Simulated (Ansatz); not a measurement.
EuCuSb:

```
CELL_PARAMETERS angstrom
4.47384 0.00000 0.00000
-2.23692 3.87446 0.00000
0.00000 0.00000 8.57021
ATOMIC_POSITIONS crystal
Eu 0.00000 0.00000 0.50000
Eu 0.00000 0.00000 0.00000
Sb 0.66667 0.33333 0.75000
Sb 0.33333 0.66667 0.25000
Cu 0.66667 0.33333 0.25000
Cu 0.33333 0.66667 0.75000
```

The cell is a database's computed one.

* Program: Ansatz 0.2.0
* Task: relaxation of cell and atoms
* Functional: PBEsol
* Potentials or basis: Ansatz PAW
* Cutoff: 420 eV (not typed: the program's choice for these potentials)
* k mesh: 7 × 7 × 3
* Occupations: fermi-dirac, width 0.05 eV
* Spin: collinear spin, ferromagnetic start
* Starting moments: [7.0, 7.0, 0.0, 0.0, 0.6, 0.6] μB

At the start: volume 24.76 Å³/atom.

Where does the relaxation end?

It ends after 6 steps and the volume is 23.19 Å³/atom (-6.4 %); space group P6_3/mmc (No. 194, to 0.05 Å); moment 14.02 μB per cell.

The path:
| step | energy change (eV) | largest force (eV/Å) | volume (Å³) |
| --- | --- | --- | --- |
| 1 | 0.0000 | 0.0000 | 148.55 |
| 2 | -0.0976 | 0.0000 | 138.27 |
| 3 | -0.1010 | 0.0000 | 139.43 |
| 4 | -0.1017 | 0.0000 | 139.25 |
| 5 | -0.1018 | 0.0000 | 139.12 |
| 6 | -0.0975 | 0.0000 | 139.12 |

Final structure:
```
Eu Sb Cu
1.0
     4.42542    0.00000    0.00000
    -2.21271    3.83253    0.00000
     0.00000    0.00000    8.20259
Eu Sb Cu
2 2 2
Direct
  0.00000 0.00000 0.50000
  0.00000 0.00000 0.00000
  0.66667 0.33333 0.75000
  0.33333 0.66667 0.25000
  0.66667 0.33333 0.25000
  0.33333 0.66667 0.75000
```

Caveat: the plane-wave basis is chosen anew once the cell has moved, so the energies of steps on either side of that aren't comparable; without U or exact exchange the open f shell lies at the Fermi level, which spoils levels, moments and volumes; the PAW data sets come from PBE, with cores solved anew for the run's functional, which leaves a small shift of forces and pressure.
